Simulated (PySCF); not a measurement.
# C6H7NS (2-(methylthio)pyridine): the cost of one run

Computed with PySCF 2.14.0 and routines of our own; the level stands in each step. Atoms count from 0.

### Step 1. The starting structure

15 atoms, charge 0, multiplicity 1; geometry from: GFN2-xTB.

### Step 2. Relaxing the molecule at PBE0-D3(BJ)/def2-SVP

What the job is given:

```
{"job": {"xc": "PBE0", "basis": "def2-SVP", "d3": "d3bj", "grid": 2, "kind": "geom"}, "charge": 0, "multiplicity": 1}
C      2.851550    -0.314237     0.024702
S      1.873471     1.189097     0.282199
C      0.251868     0.539201     0.108130
C     -0.843497     1.394613     0.240680
C     -2.104228     0.854262     0.099578
C     -2.232287    -0.505683    -0.165236
C     -1.077679    -1.258519    -0.276912
N      0.138158    -0.753665    -0.144524
H      3.893965    -0.025593     0.111690
H      2.637727    -0.707908    -0.963476
H      2.584059    -1.041589     0.784059
H     -0.685530     2.440989     0.446343
H     -2.979552     1.480259     0.194057
H     -3.202023    -0.962510    -0.281001
H     -1.110414    -2.320728    -0.482202
```

Started as:

```sh
$ OMP_NUM_THREADS=1 python excited_run.py task.json out
```

This one command runs all jobs of the session in turn.

Q: Estimate the wall time and peak memory of this first job on 1 thread of Intel Xeon Platinum 8259CL at 2.50GHz, shared host.

About 1.8 min, with a peak of 0.74 GiB.
